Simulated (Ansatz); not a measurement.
**C₂H₁₀GaN: up Jacob's ladder to CCSD(T)**

An exercise on one series of results from a longer session: the logs are not shown, and one member is left open.

Program: Ansatz 0.2.0, Gaussian basis. Level of theory: functionals in def2-TZVPP, the program's frozen cores in correlated methods. These are calculated values, not measurements.

Levels to be run: LDA (SPW92), PBE-D4, revPBE-D4, BLYP-D4, r2SCAN-D4, B97M-V, PBE0-D4, B3LYP-D4, r2SCANh-D4, r2SCAN0-D4, HSE06-D4, BHLYP-D4, CAM-B3LYP-D4, LC-ωPBE, ωB97X-V, ωB97M-V, B2PLYP, PBE-QIDH; CCSD(T)/def2-SVP; CCSD(T)/def2-TZVPP; MP2/def2-QZVPP; extrapolation to the limit; RPA on PBE.

## The geometry

An earlier PBE0-D4 in a triple-zeta def2 set relaxation fixed the geometry.

SMILES `[CH3][GaH-]([CH3])[NH3+]`, 14 atoms, charge 0, spin multiplicity 1.

Atoms are counted from 1 here; the program's logs count them from 0.

Bond lengths: C1–Ga2 1.992 Å, C1–H5 1.094 Å, C1–H6 1.094 Å, C1–H7 1.094 Å, Ga2–C3 1.992 Å, Ga2–N4 2.174 Å, Ga2–H8 1.592 Å, C3–H9 1.094 Å, C3–H10 1.094 Å, C3–H11 1.094 Å, N4–H12 1.013 Å, N4–H13 1.013 Å, N4–H14 1.014 Å. Angles: Ga2–C1–H5 112.4°, Ga2–C1–H6 110.2°, Ga2–C1–H7 111.9°, H5–C1–H6 106.9°, H5–C1–H7 108.2°, H6–C1–H7 106.9°, C1–Ga2–C3 118.0°, C1–Ga2–N4 99.1°, C1–Ga2–H8 117.9°, C3–Ga2–N4 99.1°, C3–Ga2–H8 117.9°, N4–Ga2–H8 96.9°, Ga2–C3–H9 110.2°, Ga2–C3–H10 112.4°, Ga2–C3–H11 111.9°, H9–C3–H10 106.9°, H9–C3–H11 106.9°, H10–C3–H11 108.2° and more.

Set-up of the first run:

Contents of in.yaml:

```yaml
crystal:
  periodic: [false, false, false]
  atoms:
    - {symbol: C, position_ang: [-0.928325, 1.087934, -1.296216]}
    - {symbol: Ga, position_ang: [-0.521436, 0.197389, 0.438725]}
    - {symbol: C, position_ang: [1.163436, 0.699611, 1.375518]}
    - {symbol: N, position_ang: [0.070556, -1.755985, -0.309096]}
    - {symbol: H, position_ang: [-1.718520, 0.575334, -1.852110]}
    - {symbol: H, position_ang: [-1.273337, 2.111435, -1.123499]}
    - {symbol: H, position_ang: [-0.045139, 1.153335, -1.939099]}
    - {symbol: H, position_ang: [-1.745975, -0.300857, 1.325037]}
    - {symbol: H, position_ang: [1.054155, 1.679146, 1.849849]}
    - {symbol: H, position_ang: [1.427442, -0.008871, 2.165809]}
    - {symbol: H, position_ang: [2.009164, 0.772259, 0.684846]}
    - {symbol: H, position_ang: [0.324979, -2.366401, 0.458790]}
    - {symbol: H, position_ang: [-0.694533, -2.187532, -0.814443]}
    - {symbol: H, position_ang: [0.864633, -1.685997, -0.935112]}
basis:
  gaussian: {orbitals: def2-TZVPP}
hamiltonian: {xc: lda}
output: {orbitals: {seedname: orbitals}}
```

On the command line:

```sh
ansatz run in.yaml --threads 4 --pin off --events-out ev --progress --plain --max-ram 10444MiB
```

Steps of the session up to this table: LDA; PBE-D4 (GGA); revPBE-D4 (GGA); BLYP-D4 (GGA); r2SCAN-D4 (meta-GGA); B97M-V (meta-GGA); PBE0-D4 (hybrid); B3LYP-D4 (hybrid); r2SCANh-D4 (hybrid); r2SCAN0-D4 (hybrid); HSE06-D4 (hybrid); BHLYP-D4 (hybrid); CAM-B3LYP-D4 (range-separated); LC-ωPBE (range-separated); ωB97X-V (range-separated); ωB97M-V (range-separated); B2PLYP (double hybrid); PBE-QIDH (double hybrid).

One table of the session follows, with a row left open; its other results are not shown here.

It belongs to the step «Orbital energies across the functionals». 

| functional | HOMO (eV) | gap (eV) |
| --- | --- | --- |
| LDA (SPW92) | -5.79 | 4.86 |
| PBE-D4 | -5.63 | 4.80 |
| revPBE-D4 | -5.57 | 4.81 |
| BLYP-D4 | -5.49 | 4.61 |
| r2SCAN-D4 | -5.87 | 5.79 |
| B97M-V | -5.95 | 5.30 |
| PBE0-D4 | -6.85 | 6.85 |
| B3LYP-D4 | -6.63 | 6.25 |
| r2SCANh-D4 | -6.33 | 6.48 |
| r2SCAN0-D4 | -7.02 | 7.51 |
| HSE06-D4 | -6.45 | 6.08 |
| BHLYP-D4 | -7.97 | 8.54 |
| CAM-B3LYP-D4 | -8.21 | 8.93 |
| LC-ωPBE | -9.58 | 11.66 |
| ωB97X-V | -9.21 | 11.05 |
| ωB97M-V | ? | ? |

**Question.** Estimate the row for ωB97M-V.

As computed: HOMO (eV): -9.09; gap (eV): 10.48. In the column «HOMO (eV)» it lies between ωB97X-V (-9.21) and CAM-B3LYP-D4 (-8.21).
